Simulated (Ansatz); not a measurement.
**LiTlS2: the cell at several levels of theory**

How does the equilibrium cell of LiTlS2, ordered on the zincblende lattice (P-4m2) with 4 atoms a cell depend on the functional? It is relaxed with PBE, r2SCAN, PBEsol, LDA and HSE06. This is a trial cell built on a prototype, not taken from a measured structure, and it needn't be the compound's ground state.

Code: Ansatz 0.2.0. PAW datasets, plane waves, zero pressure. All values are calculated for a non-magnetic cell, which may be hypothetical.

## Step 1: The system as given

This is the cell as the run starts from it, not yet at rest; its lengths are not the crystal's.

The symmetry is P-4m2 (No. 115, tetragonal); conventional cell a = 3.756 Å, c = 5.311 Å, 18.73 Å³ an atom. Li has 4 S at 2.30 Å; S has 2 Li at 2.30 Å and 2 Tl at 2.30 Å; Tl has 4 S at 2.30 Å.

Structure file:

```
CELL_PARAMETERS angstrom
3.75556 0.00000 0.00000
0.00000 3.75556 0.00000
0.00000 0.00000 5.31116
ATOMIC_POSITIONS crystal
Li 0.00000 0.00000 0.00000
S 0.00000 0.50000 0.25000
Tl 0.50000 0.50000 0.50000
S 0.50000 0.00000 0.75000
```

## Step 2: Relaxation with PBE

input.yaml reads:

```yaml
crystal:
  lattice:
    - [3.7555576736, 0.0, 0.0]
    - [0.0, 3.7555576736, 0.0]
    - [0.0, 0.0, 5.3111605963]
  atoms:
    - { symbol: Li, position: [0.0, 0.0, 0.0] }
    - { symbol: S, position: [0.0, 0.5, 0.25] }
    - { symbol: Tl, position: [0.5, 0.5, 0.5] }
    - { symbol: S, position: [0.5, 0.0, 0.75] }
kpoints:
  mp_grid: { grid: [6, 6, 4] }
hamiltonian:
  xc: pbe
scf:
  occupations: { method: fermi_dirac, width: 0.02 }
relax:
  f_tol: 0.005
  cell: {}
```

On the command line:

```console
ansatz run input.yaml --threads 2 --pin off --max-ram 2211MiB --backend cpu --events-out ev --progress --plain --runs-dir out
```

After this run come: r2SCAN: cell and atoms; Relaxing with PBEsol; LDA: cell and atoms; HSE06: cell and atoms.

Before running it: what results should come out? Wanted: for each run, a; c; volume; space group; SCF geometries.

As calculated:

| level | a (Å) | c (Å) | volume (Å³/atom) | space group | SCF geometries |
| --- | --- | --- | --- | --- | --- |
| PBE | 4.109 | 5.757 | 24.294 | P-4m2 | 8 |
| r2SCAN | 4.067 | 5.719 | 23.645 | P-4m2 | 5 |
| PBEsol | 4.046 | 5.660 | 23.163 | P-4m2 | 6 |
| LDA | 4.009 | 5.522 | 22.192 | P-4m2 | 7 |
| HSE06 | 4.060 | 5.711 | 23.535 | P-4m2 | 4 |

What this shows: From the start to the first minimum the volume moved by +29.7 %. The volume runs from LDA (least) to PBE (most), a spread of 9.5 %, or 3.1 % in length if all axes shared it alike. The meshes differ: PBE 6×6×4, r2SCAN 6×6×4, PBEsol 6×6×4, LDA 6×6×4, HSE06 4×4×4.
